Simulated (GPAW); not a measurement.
Runs of GPAW 26.7.0 on BaTiO3. Symmetry: Pm-3m, No. 221, cubic system. The conventional cell has a = 4.006 Å, b = 4.006 Å, c = 4.006 Å, α = 90.00°, β = 90.00°, γ = 90.00°. Ba (site symmetry m-3m) is surrounded by 12 O at 2.83 Å. Ti (site symmetry m-3m) has 6 O at 2.00 Å as nearest neighbours. O (site symmetry 4/mmm) is surrounded by 2 Ti at 2.00 Å. 

```tsv
cell	target pressure	gap on the mesh (eV)	pressure (GPa)
relaxed to 5 GPa	5 GPa	1.90	5.0
relaxed to 10 GPa	10 GPa	(b)	9.9
relaxed to 20 GPa	20 GPa	1.94	20.0
relaxed to 30 GPa	30 GPa	(a)	30.0
relaxed to 2 GPa	2 GPa	1.89	2.2
```

Alike in all rows: task relaxation of cell and atoms; level PBEsol; potentials or basis PAW data sets generated in the run's folder for this functional, pw; no spin polarisation; k mesh 5 × 5 × 5; cutoff (eV) 800; smearing fermi-dirac 0.05 eV.

Question: Estimate the missing entries.

Answer: (a) 1.95; (b) 1.92.

Caveats: later steps reuse the first step's grids; spin-orbit coupling is left out, which moves the levels of the heavy elements; an odd mesh through Γ misses points on the zone boundary, where band edges often lie.

A k mesh can miss the band edges, and the runs leave out spin-orbit coupling on Ba.
